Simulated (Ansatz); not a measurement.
**Co (P6_3/mmc): equation of state**

Program: Ansatz 0.2.0. Level of theory: DFT PBE, scalar-relativistic, plane waves, PAW. These are calculated values, not measurements.

Spin polarisation is switched off on purpose.

## Step 1: Starting point

The structure is hexagonal, space group P6_3/mmc (No. 194). The conventional cell has a = 2.454 Å, b = 2.454 Å, c = 3.959 Å, α = 90.00°, β = 90.00°, γ = 120.00°. Around Co (site symmetry -6m2) lie 12 Co at 2.43 to 2.45 Å.

Coordinates:

```xyz
2
Lattice="2.4540 0.0000 0.0000 -1.2270 2.1252 0.0000 0.0000 0.0000 3.9589" Properties=species:S:1:pos:R:3 pbc="T T T"
Co    0.0000    1.4168    0.9897
Co    1.2270    0.7084    2.9691
```

An earlier run at PBE left this cell at 10.323 Å³/atom and -0.03 GPa (20×20×12 mesh).

Volume factors to run: 0.980, 1.020, 0.960, 1.040.

## Step 2: At 0.980 of the relaxed volume

input.yaml reads:

```yaml
crystal:
  lattice:
    - [2.4375031213, 0.0, 0.0]
    - [-1.2187515607, 2.1109396249, 0.0]
    - [0.0, 0.0, 3.9322931221]
  atoms:
    - { symbol: Co, position: [0.3333333333, 0.6666666667, 0.25] }
    - { symbol: Co, position: [0.6666666667, 0.3333333333, 0.75] }
basis:
  ecutwfc: 420
  ecutrho_ratio: 4
kpoints:
  mp_grid: { grid: [20, 20, 12] }
hamiltonian:
  xc: pbe
scf:
  occupations: { method: gaussian, width: 0.05 }
output:
  forces: true
  stress: true
  eigenvalues: true
relax:
  f_tol: 0.01
  max_steps: 40
  cell: { stress_tol: 0.1, fix: [volume] }
```

Launch:

```bash
ansatz run input.yaml --threads 1 --pin off --max-ram 2560MiB --backend cpu --events-out ev --progress --plain --runs-dir out
```

Q: Estimate wall time and peak memory on 1 thread of Arm Neoverse N1, shared host.

About 25 s, with a peak of 0.4 GiB.
